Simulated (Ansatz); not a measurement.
# CH5BClO: the cost of one run

All numbers below are computed with Ansatz 0.2.0 (RKS r2SCANh/6-31G*).

## 1. Starting point

Bond lengths: O1–C2 1.467 Å, C2–B3 1.595 Å, B3–Cl4 1.690 Å, O1–H5 0.976 Å, O1–H6 1.028 Å, C2–H7 1.089 Å, C2–H8 1.094 Å, B3–H9 1.165 Å. Angles: O1–C2–B3 110.0°, O1–C2–H7 110.1°, O1–C2–H8 106.2°, B3–C2–H7 113.3°, B3–C2–H8 110.9°, H7–C2–H8 106.0°, C2–O1–H5 111.7°, C2–O1–H6 102.5°, H5–O1–H6 110.3°, C2–B3–Cl4 114.1°, C2–B3–H9 122.6°, Cl4–B3–H9 123.2°.

Structure file:

```xyz
9

O    -0.2202    0.7959   -1.0188
C     0.5695   -0.2125   -0.3030
B    -0.2247   -0.7143    0.9861
Cl   -1.7434    0.0009    1.1845
H     0.2172    1.6681   -1.0115
H    -1.0896    0.8286   -0.4713
H     1.5592    0.1803   -0.0738
H     0.7271   -1.0334   -1.0090
H     0.2050   -1.5135    1.7169
```

## 2. End point A

The input, input.yaml:

```yaml
crystal:
  periodic: [false, false, false]
  atoms:
    - { symbol: O, position_ang: [-0.22024, 0.79587, -1.01883] }
    - { symbol: C, position_ang: [0.56948, -0.2125, -0.30302] }
    - { symbol: B, position_ang: [-0.22474, -0.71427, 0.98611] }
    - { symbol: Cl, position_ang: [-1.7434, 0.00092, 1.18446] }
    - { symbol: H, position_ang: [0.21719, 1.66806, -1.01152] }
    - { symbol: H, position_ang: [-1.0896, 0.82856, -0.47133] }
    - { symbol: H, position_ang: [1.55917, 0.18031, -0.07378] }
    - { symbol: H, position_ang: [0.72711, -1.03339, -1.00899] }
    - { symbol: H, position_ang: [0.20502, -1.51355, 1.7169] }
total_charge: 1
basis:
  gaussian: { orbitals: "6-31G*" }
hamiltonian:
  xc: r2scanh
relax:
  f_tol: 0.015
  max_steps: 40
```

Launch:

```bash
ansatz run input.yaml --threads 1 --pin off --max-ram 2048MiB --backend cpu --events-out ev --progress --plain --runs-dir out
```

**Question.** How long does this run take on 1 thread of Arm Neoverse V1, shared host, and how much memory does it need?

About 55 s, with a peak of 0.18 GiB.
